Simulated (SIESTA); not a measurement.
The system is Cu3Sn.

```
Sn Cu
1.0
     5.50679    0.00000    0.00000
    -2.75340    4.76902    0.00000
     0.00000    0.00000    4.27269
Sn Cu
2 6
Direct
  0.66667 0.33333 0.75000
  0.33333 0.66667 0.25000
  0.84423 0.15577 0.25000
  0.68845 0.84423 0.75000
  0.15577 0.31155 0.75000
  0.84423 0.68845 0.25000
  0.31155 0.15577 0.25000
  0.15577 0.84423 0.75000
```

The cell comes from a database or a generator and needn't be the stable form of this composition.

```yaml
Program: SIESTA 5.4.2
Task: single point
Functional: PBEsol
Potentials_or_basis: PseudoDojo 0.4 standard (PBEsol files)
Basis: DZP (energy shift 0.003 Ry; two zetas on semicore shells)
Grid_cutoff: 800 Ry
Energy_shift: 0.003 Ry
k_mesh: 6 × 6 × 6
Occupations: fermi-dirac, width 0.05 eV
Spin: no spin polarisation
```

On this cell: pressure -1.1 GPa; largest force 0.087 eV/Å; band gap on the k mesh none (metal or under the smearing width).

The same run follows on a disturbed copy (atoms moved at random, drawn with an rms of 0.05 Å):

```
Sn Cu
1.0
     5.50679    0.00000    0.00000
    -2.75340    4.76902    0.00000
     0.00000    0.00000    4.27269
Sn Cu
2 6
Direct
  0.66434 0.33180 0.75246
  0.33228 0.66555 0.24553
  0.85265 0.15829 0.23915
  0.69280 0.84453 0.74528
  0.16346 0.31211 0.76053
  0.84893 0.68916 0.25059
  0.30170 0.14880 0.24596
  0.15882 0.84103 0.74903
```

Task: What changes?

Result: The energy (extrapolated to zero smearing) moves by +5.2 meV/atom; pressure -0.7 GPa; largest force 0.539 eV/Å; band gap on the k mesh none (metal or under the smearing width).

Forces on the atoms (eV/Å):
```
Sn   0.218 -0.023 -0.265
Sn   0.270  0.129  0.265
Cu  -0.219 -0.167  0.366
Cu   0.021  0.074 -0.040
Cu  -0.199 -0.094 -0.492
Cu  -0.170 -0.051 -0.009
Cu   0.207  0.094  0.256
Cu  -0.129  0.039 -0.082
```

Stress tensor (GPa, compression positive):
```
-0.70  0.12  0.04
 0.12 -1.05  0.02
 0.04  0.02 -0.32
```

Caveats: short orbitals over semicore shells can move pressures by several GPa; the basis of atomic orbitals isn't converged, which shifts pressures, moduli and gaps.
